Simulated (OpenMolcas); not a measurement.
# Pd⁵⁺ among point charges: CASSCF and CASPT2 levels and susceptibility

How does a field of 6 point charges split the states of Pd⁵⁺, and what χT follows?

Program: OpenMolcas 26.06. Level of theory: state-averaged CASSCF and CASPT2, spin-orbit coupling by RASSI with atomic mean-field integrals. These are calculated values, not measurements, unless marked.

## Step 1: The system

```
Species                           : Pd⁵⁺ (palladium, Z = 46, 41 electrons)
Basis                             : ANO-RCC-VDZP [6s5p3d1f], 43 functions
Scalar Hamiltonian                : DKH2, point nucleus
Inactive shells                   : 1s 2s 2p 3s 3p 3d 4s 4p
Active space                      : 5 electrons in 5 orbitals (4d)
Some configurations of this space : 4d⁵
Orbitals                          : optimised for each spin and parity, averaged over all roots
```

The outer shells:

4d5
```
4d [↑ ][↑ ][↑ ][↑ ][↑ ]
```

The ion sits among 6 point charges of -1.7 e arranged as a tetragonal octahedron (D4h), 1.65 Å from the ion, with the axial distance 1.518 Å.

The work runs as a chain of OpenMolcas steps in one folder; each step below is one input file. Labels, J, g values, rates, χT and fits are worked out afterwards by a script from the matrices that RASSI stores. The input lists half of the charges; inversion (Group=XYZ) makes the rest.

## Step 2: Basis and integrals

a.inp reads:

```
&GATEWAY
Coord
1

Pd 0.0 0.0 0.0
Basis=ANO-RCC-VDZP
Group=XYZ
NoMove
AngMom=0.0 0.0 0.0
AMFI
XField
3 Angstrom 0
1.650000 0.000000 0.000000 -1.700000
0.000000 1.650000 0.000000 -1.700000
0.000000 0.000000 1.518000 -1.700000
&SEWARD
```

Launch:

```bash
OMP_NUM_THREADS=1 MOLCAS_MEM=1689 MOLCAS_PROJECT=a pymolcas a.inp > a.log
```

## Step 3: Reference wave functions, sextets of even parity, 1 root

a.inp reads:

```
&RASSCF
FileOrb=start.orb
Symmetry=1
Spin=6
nActEl=5 0 0
Inactive=9 9
Ras2=5 0
CIRoot=1 1 1
SDav=1
CIMx=300
Iter=120 100
PrWF=0.3
OrbListing=Nothing
MaxOrb=0
>>> COPY $Project.JobIph JOB001
```

start.orb holds the contracted functions of the basis, ordered by shell, or the orbitals of the step before.

## Step 4: CASSCF: quartets of even parity, 24 roots

a.inp reads:

```
&RASSCF
FileOrb=start.orb
Symmetry=1
Spin=4
nActEl=5 0 0
Inactive=9 9
Ras2=5 0
CIRoot=24 24 1
SDav=24
CIMx=300
Iter=120 100
PrWF=0.3
OrbListing=Nothing
MaxOrb=0
>>> COPY $Project.JobIph JOB002
```

## Step 5: Reference wave functions, doublets of even parity, 75 roots

a.inp reads:

```
&RASSCF
FileOrb=start.orb
Symmetry=1
Spin=2
nActEl=5 0 0
Inactive=9 9
Ras2=5 0
CIRoot=75 75 1
SDav=75
CIMx=300
Iter=120 100
PrWF=0.3
OrbListing=Nothing
MaxOrb=0
>>> COPY $Project.JobIph JOB003
```

## Step 6: State interaction with spin-orbit coupling

a.inp reads:

```
&RASSI
NrOfJobIphs=3 1 24 75
1
1 2 3 4 5 6 7 8 9 10 11 12 13 14 15 16 17 18 19 20 21 22 23 24
1 2 3 4 5 6 7 8 9 10 11 12 13 14 15 16 17 18 19 20 21 22 23 24 25 26 27
28 29 30 31 32 33 34 35 36 37 38 39 40 41 42 43 44 45 46 47 48 49 50 51
52 53 54 55 56 57 58 59 60 61 62 63 64 65 66 67 68 69 70 71 72 73 74 75
IphNames
JOB001
JOB002
JOB003
EJob
SpinOrbit
DIPRint=1.0
SOCoupling=1000.0
Subsets=2
Property=9
'ANGMOM' 1 'ANGMOM' 2 'ANGMOM' 3 'MLTPL  1' 1 'MLTPL  1' 2 'MLTPL  1' 3
'AMFI' 1 'AMFI' 2 'AMFI' 3
SOProperty=3
'ANGMOM' 1 'ANGMOM' 2 'ANGMOM' 3
```

## Step 7: CASPT2: IPEA 0.25, imaginary shift 0.1 (closed shells correlated: 4s 4p)

a.inp reads:

```
>>> COPY JOB001 $Project.JobIph
&CASPT2
Multistate=1 1
Frozen=8 6
IPEA=0.25
Imaginary=0.1
MaxIter=60
WThr=0.0 0.3 0.05
PrWF=0.5
NoMix
>>> COPY JOB002 $Project.JobIph
&CASPT2
Multistate=24 1 2 3 4 5 6 7 8 9 10 11 12 13 14 15 16 17 18 19 20 21 22
23 24
NoMult
Frozen=8 6
IPEA=0.25
Imaginary=0.1
MaxIter=60
WThr=0.0 0.3 0.05
PrWF=0.5
NoMix
>>> COPY JOB003 $Project.JobIph
&CASPT2
Multistate=75 1 2 3 4 5 6 7 8 9 10 11 12 13 14 15 16 17 18 19 20 21 22
23 24 25 26 27 28 29 30 31 32 33 34 35 36 37 38 39 40 41 42 43 44 45 46
47 48 49 50 51 52 53 54 55 56 57 58 59 60 61 62 63 64 65 66 67 68 69 70
71 72 73 74 75
NoMult
Frozen=8 6
IPEA=0.25
Imaginary=0.1
MaxIter=60
WThr=0.0 0.3 0.05
PrWF=0.5
NoMix
```

(Steps that only read results are left out.)

**Question.** What will these runs give? Wanted: spin-free ground state; lowest level; next level.

As calculated:

| quantity | value |
| --- | --- |
| method | SS-CASPT2, IPEA 0.25, imaginary shift 0.1 (closed shells correlated: 4s 4p) |
| spin-free ground state | 6A1, 1-fold in its orbital part |
| lowest level | 2-fold E3/2, g = 0.32, 0.32, 9.94 |
| next level | 21.1 cm⁻¹ |
| χT at 300 K | 4.34 cm³ K/mol |
| effective moment at 300 K | 5.89 μB |

Cost by method:

| method | time of its own steps | time with the reference |
| --- | --- | --- |
| A. CASSCF | 25 s | 25 s |
| B. SS-CASPT2, IPEA 0.25, imaginary shift 0.1, +4s 4p | 7.2 s | 32 s |

Times are of one thread on a shared host.

**Reading.** The spin-free ground state (6A1) comes to 100 % from free-ion S terms and keeps the highest spin of the shell. χT at 300 K is 4.34, against 4.39 cm³ K/mol for the spin alone, as a half-filled shell (L = 0) has no orbital moment. An active space of the d shell alone favours high spin; real ions in strong fields can be low spin. The field of point charges can differ much from that of real complexes. With metal d orbitals alone active, the gaps between spin states are rough; where two lie within a few thousand cm-1, their order is open. This is an electrostatic model: the charges have no orbitals.
